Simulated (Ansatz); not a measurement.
# C4H3B: rotation by 180° about the B1–C2 bond, part 1 of 2

How high is the barrier for the rotation by 180° about the B1–C2 bond? Relax the two ends, then run a nudged elastic band between them. SMILES of the start: BC1=CC#C1.

All numbers below are computed with Ansatz 0.2.0 (RKS B3LYP/def2-SVP).

## Step 1: Starting point

Bond lengths: B1–C2 1.508 Å, C2–C3 1.443 Å, C3–C4 1.386 Å, C2–C5 1.406 Å, C4–C5 1.448 Å, B1–H6 1.167 Å, B1–H7 1.168 Å, C3–H8 1.067 Å. Angles: B1–C2–C3 135.5°, B1–C2–C5 144.7°, C3–C2–C5 79.2°, C2–B1–H6 118.6°, C2–B1–H7 119.6°, H6–B1–H7 121.8°, C2–C3–C4 84.2°, C2–C3–H8 133.7°, C4–C3–H8 140.3°, C3–C4–C5 79.7°, C2–C5–C4 83.3°.

As a file:

```xyz
8

B    -0.5296   -0.4132   -1.2970
C    -0.1038    0.2835   -0.0293
C     0.7981   -0.0155    1.0570
C    -0.2853    0.3059    1.8587
C    -0.3917    1.3406    0.8511
H    -0.6392    0.2190   -2.2714
H    -0.7031   -1.5684   -1.2901
H     1.8547   -0.1520    1.1210
```

## Step 2: End point A

input.yaml reads:

```yaml
crystal:
  periodic: [false, false, false]
  atoms:
    - { symbol: B, position_ang: [-0.52963, -0.41317, -1.29699] }
    - { symbol: C, position_ang: [-0.10378, 0.28349, -0.02934] }
    - { symbol: C, position_ang: [0.79813, -0.01547, 1.05698] }
    - { symbol: C, position_ang: [-0.28535, 0.30592, 1.85869] }
    - { symbol: C, position_ang: [-0.39167, 1.34061, 0.85115] }
    - { symbol: H, position_ang: [-0.63925, 0.21905, -2.27137] }
    - { symbol: H, position_ang: [-0.70313, -1.56839, -1.29009] }
    - { symbol: H, position_ang: [1.85468, -0.15204, 1.12098] }
basis:
  gaussian: { orbitals: def2-SVP }
hamiltonian:
  xc: b3lyp
relax:
  f_tol: 0.015
  max_steps: 40
```

The run is started by

```bash
$ ansatz run input.yaml --threads 1 --pin off --max-ram 2048MiB --backend cpu --events-out ev --progress --plain --runs-dir out
```

What it wrote, cut to the lines that bear on the results:

```text
Warning: RAYON_NUM_THREADS=1 ignored (pool sized by the plan → 1); use --threads N
[...]
Functional definition: B3LYP
[...]
996 factors; integrals over basis functions are off by at most 3.9e-4 eV
[...]
mean field -4861.82730231 eV, -178.6688578949 hartree, gradient 3.3e-5 eV, S^2 0.000000; 0 other end points of the search recorded, 0 dependent functions left out
[...]
reference -4861.82752281 eV, -178.6688659984 hartree; 16, 16 occupied and 69, 69 virtual orbitals, 996 factors
relax step   1: F+E_penalty+E_count = -4861.82730231 eV  Δ(F+E_penalty+E_count) = +0.000e0 eV  max|allowed force component| = 1.620e0 eV/Å  Δτ_max = 0.0000 Å  (27 SCF iters, accepted)
[...]
relax step   4: F+E_penalty+E_count = -4861.97592704 eV  Δ(F+E_penalty+E_count) = -8.638e-3 eV  max|allowed force component| = 2.709e-1 eV/Å  Δτ_max = 0.1257 Å  (32 SCF iters, accepted)
[...]
relax step   7: F+E_penalty+E_count = -4861.99056578 eV  Δ(F+E_penalty+E_count) = -2.042e-4 eV  max|allowed force component| = 3.703e-1 eV/Å  Δτ_max = 0.1145 Å  (30 SCF iters, accepted)
[...]
relax step  10: F+E_penalty+E_count = -4862.01298531 eV  Δ(F+E_penalty+E_count) = -5.783e-3 eV  max|allowed force component| = 1.969e-1 eV/Å  Δτ_max = 0.0537 Å  (26 SCF iters, accepted)
[...]
relax step  11: F+E_penalty+E_count = -4862.01769520 eV  Δ(F+E_penalty+E_count) = -4.710e-3 eV  max|allowed force component| = 2.293e-1 eV/Å  Δτ_max = 0.0577 Å  (26 SCF iters, accepted)
[...]
relax step  12: F+E_penalty+E_count = -4862.02246941 eV  Δ(F+E_penalty+E_count) = -4.774e-3 eV  max|allowed force component| = 1.648e-1 eV/Å  Δτ_max = 0.1263 Å  (30 SCF iters, accepted)
```

## Step 3: The log goes on: end point A relaxed

Output, continued, cut to the lines that bear on the results:

```text
[...]
996 factors; integrals over basis functions are off by at most 3.6e-4 eV
mean field -4862.02261746 eV, -178.6760355945 hartree, gradient 4.3e-5 eV, S^2 0.000000; 0 other end points of the search recorded, 0 dependent functions left out
[...]
reference -4862.02283896 eV, -178.6760437345 hartree; 16, 16 occupied and 69, 69 virtual orbitals, 996 factors
relax step  13: F+E_penalty+E_count = -4862.02261746 eV  Δ(F+E_penalty+E_count) = -1.481e-4 eV  max|allowed force component| = 9.506e-2 eV/Å  Δτ_max = 0.0192 Å  (27 SCF iters, accepted)
[...]
relax step  19: F+E_penalty+E_count = -4862.02450050 eV  Δ(F+E_penalty+E_count) = -7.050e-6 eV  max|allowed force component| = 2.934e-2 eV/Å  Δτ_max = 0.0140 Å  (28 SCF iters, accepted)
[...]
reference -4862.02476958 eV, -178.6761146834 hartree; 16, 16 occupied and 69, 69 virtual orbitals, 996 factors
Total energy: -4862.02476958 eV, -178.6761146834 hartree
Atom 0 at    -0.542764    -0.424349    -1.306789 Å, force    -0.000153     0.001392     0.000103 eV/Å
Atom 1 at    -0.106294     0.216901     0.015525 Å, force    -0.007603    -0.006099    -0.004668 eV/Å
Atom 2 at     0.920858     0.163654     0.939210 Å, force     0.006190     0.007039     0.001147 eV/Å
Atom 3 at    -0.126491     0.019635     1.925360 Å, force    -0.004521    -0.002664    -0.002542 eV/Å
Atom 4 at    -0.725516     1.022649     1.110319 Å, force     0.005719     0.002541     0.004160 eV/Å
Atom 5 at     0.106830    -0.212055    -2.299026 Å, force     0.000672    -0.000112    -0.000877 eV/Å
Atom 6 at    -1.527277    -1.114849    -1.347947 Å, force    -0.000840    -0.001558     0.000118 eV/Å
Atom 7 at     2.000654     0.328416     0.963357 Å, force     0.000535    -0.000539     0.002558 eV/Å
Dipole moment:     0.458426    -0.154762    -0.452005 e Å
```

It took 65 s on 1 thread of Intel Xeon at 2.70GHz, shared host; peak memory 0.17 GiB.

Relaxation path:

```
step  energy from step 1 (eV)  largest force component (eV/Å)
   1                   0.0000                          1.6203
   2                  -0.1087                          0.9013
   3                  -0.1400                          0.1704
   4                  -0.1486                          0.2709
   5                  -0.1530                          0.2167
   6                  -0.1631                          0.1754
   7                  -0.1633                          0.3703
   8                  -0.1748                          0.1707
   9                  -0.1799                          0.2746
  10                  -0.1857                          0.1969
  11                  -0.1904                          0.2293
  12                  -0.1952                          0.1648
  13                  -0.1953                          0.0951
  14                  -0.1965                          0.0560
  15                  -0.1967                          0.0384
  16                  -0.1971                          0.0336
 17x                  -0.1970                          0.0580
  18                  -0.1972                          0.0219
  19                  -0.1972                          0.0293
  20                  -0.1972                          0.0076
```

Step 1 is the start. 1 step was tried and not accepted (marked x).

After: Bond lengths: B1–C2 1.533 Å, C2–C3 1.382 Å, C3–C4 1.446 Å, C2–C5 1.494 Å, C4–C5 1.424 Å, B1–H6 1.205 Å, B1–H7 1.203 Å, C3–H8 1.093 Å. Angles: B1–C2–C3 140.5°, B1–C2–C5 137.7°, C3–C2–C5 80.7°, C2–B1–H6 118.9°, C2–B1–H7 120.2°, H6–B1–H7 120.9°, C2–C3–C4 85.5°, C2–C3–H8 138.0°, C4–C3–H8 135.7°, C3–C4–C5 81.0°, C2–C5–C4 82.3°.

Pairs that crossed the distance rule for bonds on the way: moved apart C3–C5.

## Step 4: Relaxing end B

The second end starts from a geometry with the move made by hand.

input.yaml reads:

```yaml
crystal:
  periodic: [false, false, false]
  atoms:
    - { symbol: B, position_ang: [-0.52963, -0.41317, -1.29699] }
    - { symbol: C, position_ang: [-0.10378, 0.28349, -0.02934] }
    - { symbol: C, position_ang: [-0.42398, 1.53409, 0.61595] }
    - { symbol: C, position_ang: [0.95123, 1.68995, 0.68266] }
    - { symbol: C, position_ang: [0.83217, 0.28655, 1.01929] }
    - { symbol: H, position_ang: [-0.63925, 0.21905, -2.27137] }
    - { symbol: H, position_ang: [-0.70313, -1.56839, -1.29009] }
    - { symbol: H, position_ang: [-1.31723, 1.93779, 1.03804] }
basis:
  gaussian: { orbitals: def2-SVP }
hamiltonian:
  xc: b3lyp
relax:
  f_tol: 0.015
  max_steps: 40
```

The run is started by

```bash
$ ansatz run input.yaml --threads 1 --pin off --max-ram 2048MiB --backend cpu --events-out ev --progress --plain --runs-dir out
```

What it wrote, cut to the lines that bear on the results:

```text
Warning: RAYON_NUM_THREADS=1 ignored (pool sized by the plan → 1); use --threads N
[...]
[... 1 set-up line as earlier in the session ...]
[...]
996 factors; integrals over basis functions are off by at most 3.9e-4 eV
[...]
mean field -4861.82237053 eV, -178.6686766556 hartree, gradient 3.4e-5 eV, S^2 0.000000; 0 other end points of the search recorded, 0 dependent functions left out
[...]
reference -4861.82259141 eV, -178.6686847726 hartree; 16, 16 occupied and 69, 69 virtual orbitals, 996 factors
relax step   1: F+E_penalty+E_count = -4861.82237053 eV  Δ(F+E_penalty+E_count) = +0.000e0 eV  max|allowed force component| = 1.548e0 eV/Å  Δτ_max = 0.0000 Å  (27 SCF iters, accepted)
[...]
relax step   4: F+E_penalty+E_count = -4861.96029138 eV  Δ(F+E_penalty+E_count) = -1.720e-3 eV  max|allowed force component| = 5.581e-1 eV/Å  Δτ_max = 0.1454 Å  (31 SCF iters, accepted)
[...]
relax step   7: F+E_penalty+E_count = -4861.98388145 eV  Δ(F+E_penalty+E_count) = -6.307e-3 eV  max|allowed force component| = 2.020e-1 eV/Å  Δτ_max = 0.0253 Å  (27 SCF iters, accepted)
[...]
relax step  10: F+E_penalty+E_count = -4861.98865542 eV  Δ(F+E_penalty+E_count) = +6.842e-3 eV  max|allowed force component| = 4.958e-1 eV/Å  Δτ_max = 0.0673 Å  (28 SCF iters, rejected (line search))
[...]
relax step  12: F+E_penalty+E_count = -4862.01048108 eV  Δ(F+E_penalty+E_count) = -5.761e-3 eV  max|allowed force component| = 1.455e-1 eV/Å  Δτ_max = 0.1000 Å  (30 SCF iters, accepted)
[...]
relax step  13: F+E_penalty+E_count = -4862.01755767 eV  Δ(F+E_penalty+E_count) = -7.077e-3 eV  max|allowed force component| = 1.091e-1 eV/Å  Δτ_max = 0.1500 Å  (30 SCF iters, accepted)
[...]
996 factors; integrals over basis functions are off by at most 3.6e-4 eV
```

## Step 5: The output, continued: end point B relaxed

Output, continued:

```text
mean field evaluation 96: about -4861.9047 eV, gradient 3.1e-2 eV
mean field -4861.90469231 eV, -178.6717019251 hartree, gradient 4.6e-5 eV, S^2 0.000000; 0 other end points of the search recorded, 0 dependent functions left out
the calculation of the forces begins
reference -4861.90491289 eV, -178.6717100312 hartree; 16, 16 occupied and 69, 69 virtual orbitals, 996 factors
relax step  14: F+E_penalty+E_count = -4861.90469231 eV  Δ(F+E_penalty+E_count) = +1.129e-1 eV  max|allowed force component| = 1.068e0 eV/Å  Δτ_max = 0.2000 Å  (32 SCF iters, rejected (line search))
these checks for a lower state are left out or cut short: starts, cluster_reference, orbital_swaps, neighbouring_geometries, increment
996 factors; integrals over basis functions are off by at most 3.9e-4 eV
mean field -4862.02274706 eV, -178.6760403570 hartree, gradient 9.3e-6 eV, S^2 0.000000; 0 other end points of the search recorded, 0 dependent functions left out
the calculation of the forces begins
reference -4862.02296853 eV, -178.6760484959 hartree; 16, 16 occupied and 69, 69 virtual orbitals, 996 factors
relax step  15: F+E_penalty+E_count = -4862.02274706 eV  Δ(F+E_penalty+E_count) = -5.189e-3 eV  max|allowed force component| = 8.322e-2 eV/Å  Δτ_max = 0.0955 Å  (31 SCF iters, accepted)
these checks for a lower state are left out or cut short: starts, cluster_reference, orbital_swaps, neighbouring_geometries, increment
996 factors; integrals over basis functions are off by at most 3.9e-4 eV
mean field -4862.01895568 eV, -178.6759010264 hartree, gradient 1.9e-5 eV, S^2 0.000000; 0 other end points of the search recorded, 0 dependent functions left out
the calculation of the forces begins
reference -4862.01917745 eV, -178.6759091763 hartree; 16, 16 occupied and 69, 69 virtual orbitals, 996 factors
relax step  16: F+E_penalty+E_count = -4862.01895568 eV  Δ(F+E_penalty+E_count) = +3.791e-3 eV  max|allowed force component| = 2.053e-1 eV/Å  Δτ_max = 0.1000 Å  (30 SCF iters, rejected (line search))
these checks for a lower state are left out or cut short: starts, cluster_reference, orbital_swaps, neighbouring_geometries, increment
996 factors; integrals over basis functions are off by at most 3.9e-4 eV
mean field -4862.02417162 eV, -178.6760927085 hartree, gradient 5.3e-5 eV, S^2 0.000000; 0 other end points of the search recorded, 0 dependent functions left out
the calculation of the forces begins
reference -4862.02439323 eV, -178.6761008527 hartree; 16, 16 occupied and 69, 69 virtual orbitals, 996 factors
relax step  17: F+E_penalty+E_count = -4862.02417162 eV  Δ(F+E_penalty+E_count) = -1.425e-3 eV  max|allowed force component| = 7.909e-2 eV/Å  Δτ_max = 0.0484 Å  (27 SCF iters, accepted)
these checks for a lower state are left out or cut short: starts, cluster_reference, orbital_swaps, neighbouring_geometries, increment
996 factors; integrals over basis functions are off by at most 3.9e-4 eV
mean field -4862.02444306 eV, -178.6761026838 hartree, gradient 4.8e-5 eV, S^2 0.000000; 0 other end points of the search recorded, 0 dependent functions left out
the calculation of the forces begins
reference -4862.02466477 eV, -178.6761108316 hartree; 16, 16 occupied and 69, 69 virtual orbitals, 996 factors
relax step  18: F+E_penalty+E_count = -4862.02444306 eV  Δ(F+E_penalty+E_count) = -2.714e-4 eV  max|allowed force component| = 4.127e-2 eV/Å  Δτ_max = 0.0300 Å  (27 SCF iters, accepted)
these checks for a lower state are left out or cut short: starts, cluster_reference, orbital_swaps, neighbouring_geometries, increment
996 factors; integrals over basis functions are off by at most 3.9e-4 eV
mean field -4862.02420772 eV, -178.6760940354 hartree, gradient 4.1e-5 eV, S^2 0.000000; 0 other end points of the search recorded, 0 dependent functions left out
the calculation of the forces begins
reference -4862.02442942 eV, -178.6761021826 hartree; 16, 16 occupied and 69, 69 virtual orbitals, 996 factors
relax step  19: F+E_penalty+E_count = -4862.02420772 eV  Δ(F+E_penalty+E_count) = +2.353e-4 eV  max|allowed force component| = 6.738e-2 eV/Å  Δτ_max = 0.0127 Å  (28 SCF iters, rejected (line search))
these checks for a lower state are left out or cut short: starts, cluster_reference, orbital_swaps, neighbouring_geometries, increment
996 factors; integrals over basis functions are off by at most 3.9e-4 eV
mean field evaluation 128: about -4862.0283 eV, gradient 3.1e-1 eV
mean field -4862.02447161 eV, -178.6761037331 hartree, gradient 1.7e-5 eV, S^2 0.000000; 0 other end points of the search recorded, 0 dependent functions left out
the calculation of the forces begins
reference -4862.02469324 eV, -178.6761118778 hartree; 16, 16 occupied and 69, 69 virtual orbitals, 996 factors
relax step  20: F+E_penalty+E_count = -4862.02447161 eV  Δ(F+E_penalty+E_count) = -2.855e-5 eV  max|allowed force component| = 4.819e-2 eV/Å  Δτ_max = 0.0063 Å  (26 SCF iters, accepted)
these checks for a lower state are left out or cut short: starts, cluster_reference, orbital_swaps, neighbouring_geometries, increment
996 factors; integrals over basis functions are off by at most 3.9e-4 eV
mean field -4862.02454714 eV, -178.6761065088 hartree, gradient 1.3e-5 eV, S^2 0.000000; 0 other end points of the search recorded, 0 dependent functions left out
the calculation of the forces begins
reference -4862.02476881 eV, -178.6761146551 hartree; 16, 16 occupied and 69, 69 virtual orbitals, 996 factors
relax step  21: F+E_penalty+E_count = -4862.02454714 eV  Δ(F+E_penalty+E_count) = -7.553e-5 eV  max|allowed force component| = 5.940e-3 eV/Å  Δτ_max = 0.0021 Å  (26 SCF iters, accepted)
996 factors; integrals over basis functions are off by at most 3.9e-4 eV
mean field -4862.02454714 eV, -178.6761065088 hartree, gradient 1.3e-5 eV, S^2 0.000000; 1 other end points of the search recorded, 0 dependent functions left out
the calculation of the forces begins
reference -4862.02476881 eV, -178.6761146551 hartree; 16, 16 occupied and 69, 69 virtual orbitals, 996 factors
Total energy: -4862.02476881 eV, -178.6761146551 hartree
Atom 0 at    -0.504504    -0.412578    -1.325514 Å, force    -0.000660    -0.004663    -0.005940 eV/Å
Atom 1 at    -0.088025     0.353996    -0.065212 Å, force    -0.003852     0.003507     0.004170 eV/Å
Atom 2 at    -0.537149     1.366803     0.762173 Å, force     0.002214    -0.002658    -0.002328 eV/Å
Atom 3 at     0.774312     1.945201     0.574716 Å, force     0.002402     0.000630     0.003041 eV/Å
Atom 4 at     1.153358     0.580989     0.733210 Å, force     0.000528     0.002173    -0.000551 eV/Å
Atom 5 at     0.131017    -0.297097    -2.340783 Å, force    -0.000551    -0.000523    -0.000173 eV/Å
Atom 6 at    -1.465598    -1.137501    -1.275327 Å, force     0.000995    -0.000026    -0.000053 eV/Å
Atom 7 at    -1.397011     1.569547     1.404886 Å, force    -0.001075     0.001559     0.001833 eV/Å
Dipole moment:    -0.639231    -0.144051    -0.096521 e Å
```

Wall time 72 s (1 thread of Intel Xeon at 2.70GHz, shared host); peak memory 0.17 GiB.

Relaxation path:

```
step  energy from step 1 (eV)  largest force component (eV/Å)
   1                   0.0000                          1.5481
   2                  -0.0982                          0.8428
   3                  -0.1362                          0.2520
   4                  -0.1379                          0.5581
   5                  -0.1520                          0.2045
   6                  -0.1552                          0.2604
   7                  -0.1615                          0.2020
   8                  -0.1650                          0.3418
   9                  -0.1731                          0.3072
 10x                  -0.1663                          0.4958
  11                  -0.1823                          0.1794
  12                  -0.1881                          0.1455
  13                  -0.1952                          0.1091
 14x                  -0.0823                          1.0683
  15                  -0.2004                          0.0832
 16x                  -0.1966                          0.2053
  17                  -0.2018                          0.0791
  18                  -0.2021                          0.0413
 19x                  -0.2018                          0.0674
  20                  -0.2021                          0.0482
  21                  -0.2022                          0.0059
```

Step 1 is the start. 4 steps were tried and not accepted (marked x).

After: Bond lengths: B1–C2 1.533 Å, C2–C3 1.383 Å, C3–C4 1.446 Å, C2–C5 1.493 Å, C4–C5 1.425 Å, B1–H6 1.203 Å, B1–H7 1.205 Å, C3–H8 1.092 Å. Angles: B1–C2–C3 140.4°, B1–C2–C5 137.9°, C3–C2–C5 80.7°, C2–B1–H6 120.1°, C2–B1–H7 118.9°, H6–B1–H7 120.9°, C2–C3–C4 85.5°, C2–C3–H8 138.0°, C4–C3–H8 135.7°, C3–C4–C5 81.0°, C2–C5–C4 82.2°.

Pairs that crossed the distance rule for bonds on the way: moved apart C3–C5.

## Step 6: The band

crystal.atoms is end A as relaxed above, and neb.final_atoms is end B, turned to lie on A. With 5 inner images the band has 7 in all.

input.yaml reads:

```yaml
crystal:
  periodic: [false, false, false]
  atoms:
    - { symbol: B, position_ang: [-0.542764, -0.424349, -1.306789] }
    - { symbol: C, position_ang: [-0.106294, 0.216901, 0.015525] }
    - { symbol: C, position_ang: [0.920858, 0.163654, 0.93921] }
    - { symbol: C, position_ang: [-0.126491, 0.019635, 1.92536] }
    - { symbol: C, position_ang: [-0.725516, 1.022649, 1.110319] }
    - { symbol: H, position_ang: [0.10683, -0.212055, -2.299026] }
    - { symbol: H, position_ang: [-1.527277, -1.114849, -1.347947] }
    - { symbol: H, position_ang: [2.000654, 0.328416, 0.963357] }
basis:
  gaussian: { orbitals: def2-SVP }
hamiltonian:
  xc: b3lyp
neb:
  order_check: false
  images: 5
  f_tol: 0.05
  max_iterations: 60
  initial_path: idpp
  final_atoms:
    - { symbol: B, position_ang: [-0.54274532, -0.42376611, -1.30643236] }
    - { symbol: C, position_ang: [-0.10779893, 0.21889627, 0.01540662] }
    - { symbol: C, position_ang: [0.92064163, 0.16457479, 0.93812842] }
    - { symbol: C, position_ang: [-0.12588666, 0.01668964, 1.92429415] }
    - { symbol: C, position_ang: [-0.72575164, 1.02201977, 1.1122942] }
    - { symbol: H, position_ang: [-1.52423619, -1.11880271, -1.34635393] }
    - { symbol: H, position_ang: [0.10549628, -0.20959836, -2.29923082] }
    - { symbol: H, position_ang: [2.00028083, 0.32998871, 0.96190273] }
```

The run is started by

```bash
$ ansatz run input.yaml --threads 1 --pin off --max-ram 2048MiB --backend cpu --events-out ev --progress --plain --runs-dir out
```

What it wrote, cut to the lines that bear on the results:

```text
Warning: RAYON_NUM_THREADS=1 ignored (pool sized by the plan → 1); use --threads N
[...]
[... 1 set-up line as earlier in the session ...]
[...]
997 factors; integrals over basis functions are off by at most 3.5e-4 eV
[...]
mean field -4862.02457428 eV, -178.6761075063 hartree, gradient 1.3e-5 eV, S^2 0.000000; 0 other end points of the search recorded, 0 dependent functions left out
[...]
reference -4862.02479597 eV, -178.6761156532 hartree; 16, 16 occupied and 69, 69 virtual orbitals, 997 factors
997 factors; integrals over basis functions are off by at most 3.5e-4 eV
[...]
mean field -4862.02457368 eV, -178.6761074840 hartree, gradient 1.3e-5 eV, S^2 0.000000; 0 other end points of the search recorded, 0 dependent functions left out
[...]
reference -4862.02479536 eV, -178.6761156309 hartree; 16, 16 occupied and 69, 69 virtual orbitals, 997 factors
[...]
Total energy: -4861.93147682 eV, -178.6726862376 hartree
Atom 0 at    -0.528298    -0.451784    -1.316400 Å, force    -0.028176    -0.045151     0.008925 eV/Å
Atom 1 at    -0.194859     0.127940     0.084024 Å, force     0.002665     0.025569    -0.012039 eV/Å
Atom 2 at     0.941055     0.366238     0.901097 Å, force    -0.018637    -0.010960    -0.001971 eV/Å
Atom 3 at     0.174137    -0.266422     1.905473 Å, force     0.021326    -0.006974     0.019393 eV/Å
Atom 4 at    -0.897834     0.527053     1.275897 Å, force     0.004473     0.004008    -0.012391 eV/Å
Atom 5 at     0.321328    -1.019181    -1.951710 Å, force     0.006248     0.012173    -0.005102 eV/Å
Atom 6 at    -1.636850    -0.295654    -1.756000 Å, force     0.013761     0.016110    -0.004234 eV/Å
Atom 7 at     1.821322     1.011813     0.857627 Å, force    -0.001660     0.005225     0.007419 eV/Å
Dipole moment:     0.451716     0.114725    -0.402615 e Å
this run last wrote the band of iteration 12 to <dir>; this run last wrote the band within `neb.f_tol` of iteration 9 to <dir>
```

Run time: 3.1 min. Hardware: 1 thread of Intel Xeon at 2.70GHz, shared host; peak memory 0.17 GiB.

(Continued in part 2 of 2.)
